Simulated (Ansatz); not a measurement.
CsLiCr2Te2S3:

```xyz
9
Lattice="3.6036 0.0000 0.0000 -1.8018 3.1208 0.0000 0.0000 0.0000 19.0665" Properties=species:S:1:pos:R:3 pbc="T T T"
Cs    0.0000    0.0000    7.1307
Li    1.8018    1.0403    0.3064
Cr    0.0000    0.0000   16.5187
Cr    0.0000    2.0805    3.2095
Te    0.0000    2.0805   10.2751
Te    1.8018    1.0403   14.7338
S     0.0000    0.0000    1.9124
S     0.0000    2.0805   17.7166
S     1.8018    1.0403    4.4631
```

The cell was built by a generator and needn't be a form met in nature.

* Program: Ansatz 0.2.0
* Task: relaxation of cell and atoms
* Functional: revPBE
* Potentials or basis: Ansatz PAW
* Cutoff: 420 eV (not typed: the program's choice for these potentials)
* k mesh: 6 × 6 × 1
* Occupations: fermi-dirac, width 0.05 eV
* Spin: collinear spin, ferromagnetic start
* Starting moments: [0.0, 0.0, 3.0, 3.0, 0.0, 0.0, 0.0, 0.0, 0.0] μB

At the start: volume 23.82 Å³/atom.

Question: Where does the relaxation end?

Answer: It ends after 13 steps and the volume is 26.95 Å³/atom (+13.1 %); space group P3m1 (No. 156, to 0.05 Å); moment 5.71 μB per cell.

Step by step:
```csv
step,energy change (eV),largest force (eV/Å),volume (Å³)
1,0.0000,0.0845,214.42
2,-0.0381,0.1210,223.23
3,-0.0458,0.0388,227.04
4,-0.0497,0.0403,230.85
5,-0.0515,0.0355,233.99
6,-0.0516,0.0107,234.71
7,-0.0516,0.0024,234.72
8,-0.0566,0.0021,234.72
9,-0.0570,0.0050,236.35
10,-0.0574,0.0069,240.52
11,-0.0572,0.0029,242.03
12,-0.0572,0.0017,242.57
13,-0.0584,0.0016,242.57
```

Final structure:
```
Cs Li Cr Te S
1.0
     3.64823    0.00000    0.00000
    -1.82412    3.15946    0.00000
     0.00000    0.00000   21.04433
Cs Li Cr Te S
1 1 2 2 3
Direct
  0.00000 0.00000 0.35163
  0.66667 0.33333 0.02425
  0.00000 0.00000 0.88658
  0.33333 0.66667 0.16368
  0.33333 0.66667 0.50220
  0.66667 0.33333 0.80230
  0.00000 0.00000 0.10204
  0.33333 0.66667 0.94394
  0.66667 0.33333 0.22339
```

Caveat: the plane-wave basis is chosen anew once the cell has moved, so the energies of steps on either side of that aren't comparable; only a ferromagnetic start was run, and an antiferromagnetic order may lie lower in energy; the PAW data sets come from PBE, with cores solved anew for the run's functional, which leaves a small shift of forces and pressure.
